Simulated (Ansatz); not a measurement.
Runs of Ansatz 0.2.0 on Fe4Si. The structure is orthorhombic, space group Fmmm (No. 69). The conventional cell has a = 3.044 Å, b = 4.055 Å, c = 18.933 Å, α = 90.00°, β = 90.00°, γ = 90.00°. Fe (site symmetry mm2) has 2 Si at 2.34 Å and 6 Fe at 2.49 to 2.54 Å as nearest neighbours. Around Fe (site symmetry mm2) lie 12 Fe at 2.49 to 2.83 Å. Si (site symmetry mmm) is surrounded by 4 Fe at 2.34 Å and 4 Si at 2.54 Å. The cell comes from a database or a generator and needn't be the stable form of this composition.

```csv
potentials or basis,cutoff (eV),gap on the mesh (eV),pressure (GPa),moment (μB),largest force (eV/Å)
JTH PAW,1320,none,-9.6,(a),(c)
Ansatz PAW earlier set,844,none,-9.2,8.81,0.06
PseudoDojo standard (PBEsol files),1225,none,(b),9.04,0.08
PseudoDojo stringent (PBEsol files),1605,none,-8.9,8.93,0.08
```

Alike in all rows: task single point; level PBEsol; spin collinear, ferromagnetic start; cell as given; k mesh 11 × 11 × 11; smearing fermi-dirac 0.05 eV.

Question: Estimate the missing entries.

Answer: (a) 8.84; (b) -8.3; (c) 0.07.

Caveats: the PAW data sets come from PBE, with cores solved anew for the run's functional, which leaves a small shift of forces and pressure (some runs).

A k mesh can miss the band edges.

A gap of «none» marks a metal or a gap under the smearing width.

Not every run made on this cell is shown here.
